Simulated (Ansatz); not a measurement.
# ZrTaS3: the cost of one run

Program: Ansatz 0.2.0. Level of theory: DFT PBE, scalar-relativistic, plane waves, PAW. These are calculated values, not measurements.

### Step 1. Starting point

It takes space group Pm-3m (No. 221, cubic). The conventional cell has a = 4.887 Å, b = 4.887 Å, c = 4.887 Å, α = 90.00°, β = 90.00°, γ = 90.00°. Around Zr (site symmetry m-3m) lie 6 S at 2.44 Å. Around Ta (site symmetry m-3m) lie 12 S at 3.46 Å. S (site symmetry 4/mmm) has 2 Zr at 2.44 Å and 4 Ta at 3.46 Å as nearest neighbours.

Structure file:

```
CELL_PARAMETERS angstrom
4.88665 0.00000 0.00000
0.00000 4.88665 0.00000
0.00000 0.00000 4.88665
ATOMIC_POSITIONS crystal
Zr 0.00000 0.00000 0.00000
Ta 0.50000 0.50000 0.50000
S 0.50000 0.00000 0.00000
S 0.00000 0.50000 0.00000
S 0.00000 0.00000 0.50000
```

The cell was relaxed beforehand at this level, from a database cell with other species swapped in; it is a trial structure. At a tolerance of 0.05 Å it has space group Pm-3m (No. 221); it has 23.34 Å³/atom, an uncorrected energy of +0.16 eV/atom over the elements.

### Step 2. Bands, states and charges

The input, input.yaml:

```yaml
crystal:
  lattice:
    - [4.8866488976, 0.0, 0.0]
    - [0.0, 4.8866488976, 0.0]
    - [0.0, 0.0, 4.8866488976]
  atoms:
    - { symbol: Zr, position: [0.0, 0.0, 0.0] }
    - { symbol: Ta, position: [0.5, 0.5, 0.5], spin: 2.68 }
    - { symbol: S, position: [0.5, 0.0, 0.0] }
    - { symbol: S, position: [0.0, 0.5, 0.0] }
    - { symbol: S, position: [0.0, 0.0, 0.5] }
basis:
  ecutwfc: 420
kpoints:
  mp_grid: { grid: [8, 8, 8] }
  band_path:
    path:
      - [[0.0, 0.0, 0.0], [0.0, 0.5, 0.0], [0.5, 0.5, 0.0], [0.0, 0.0, 0.0], [0.5, 0.5, 0.5], [0.0, 0.5, 0.0]]
      - [[0.5, 0.5, 0.5], [0.5, 0.5, 0.0]]
    npoints: 14
hamiltonian:
  xc: pbe
scf:
  occupations: { method: gaussian, width: 0.1 }
  n_extra_bands: 12
output:
  forces: true
  stress: true
  eigenvalues: true
  populations: true
  dos: { projected: true, de: 0.02, nscf_kmesh: { grid: [10, 10, 10] } }
  bader: true
  write_density: true
  write_potential: true
  elf: true
  volumetric_format: npy
magnetization:
  spin_polarized: true
checkpoint:
  read: start.run
  write: ck
  compress: false
  write_wavefunctions: false
  write_every: 100000
```

On the command line:

```sh
$ ansatz run input.yaml --threads 1 --pin off --max-ram 2560MiB --backend cpu --events-out ev --progress --plain --runs-dir out
```

What time and memory should one allow on 1 thread of Intel Xeon Platinum 8488C (Sapphire Rapids), shared host?

About 55 s, with a peak of 0.64 GiB.
